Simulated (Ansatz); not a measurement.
Born–Oppenheimer molecular dynamics of a periodic cell of 16 atoms, Mg$_{2}$NCl (host Mg2NCl, host structure R-3m). It goes on from the last frame of an earlier run, with new velocities.

The calculation used DFT PBE-D3(BJ), scalar-relativistic, plane waves, PAW in Ansatz. Settings: cutoff 420 eV, k mesh 2x2x2, fermi-dirac smearing 0.05 eV, no spin polarisation.

```yaml
ensemble: NVT, Langevin thermostat
time_step: 1 fs
steps_asked: 140
set_temperature: 1170 K
friction: 0.01 /fs
seed: 101225
```

First frame:

```xyz
16
Lattice="-3.3213 -1.9176 6.0030 3.3213 -1.9176 6.0030 0.0000 3.8351 6.0030" Properties=species:S:1:pos:R:3
Mg -0.105 0.126 3.973
Mg -0.260 -0.176 13.840
N 0.013 -0.031 9.068
Cl 0.192 0.013 -0.053
Mg -0.168 -2.017 10.024
Mg -0.036 2.014 8.078
N 0.000 1.883 2.930
Cl 0.013 -1.922 6.073
Mg -1.685 1.027 10.025
Mg 1.702 -1.143 7.909
N 1.641 -1.031 2.990
Cl -1.584 1.018 6.025
Mg 1.571 0.822 10.097
Mg -1.510 -0.889 7.988
N -1.698 -0.905 3.120
Cl 1.733 1.087 5.994
```

Problem. What does the run give?

Solution. The run went to its last step.

```json
{"steps done": "140", "time covered": "140 fs", "mean temperature over the second half": "990 K", "spread of the potential energy over the second half": "12.3 meV per atom", "mean potential energy of the second half above the start": "51.2 meV per atom"}
```

The mean temperature of the second half is 15 % below the set value. A run of 0.14 ps of so small a system gives no equilibrium averages. Limits of this set-up: coarse k mesh.

Problem. What happens to the structure?

Solution. Mean squared displacements from the first frame to the last, about the centre of mass: Mg 0.09 Å², N 0.07 Å², Cl 0.08 Å². This is one draw of velocities; another would differ in detail.

Problem. How do temperature and energy run in time?

Solution. 
| time (fs) | T (K) | potential energy less start (eV) |
| --- | --- | --- |
| 0.0 | 1097 | 0.000 |
| 11.0 | 802 | 0.767 |
| 22.0 | 855 | 1.202 |
| 33.0 | 962 | 1.258 |
| 44.0 | 930 | 1.204 |
| 55.0 | 974 | 1.289 |
| 66.0 | 1285 | 0.775 |
| 77.0 | 1373 | 0.782 |
| 88.0 | 892 | 1.044 |
| 99.0 | 967 | 0.917 |
| 110.0 | 797 | 0.956 |
| 121.0 | 897 | 0.613 |
| 132.0 | 994 | 0.544 |

The run took 16 min on 1 thread of AMD EPYC 7R43 64-Core Processor (Zen 3), on a shared host, peak memory 0.64 GiB.
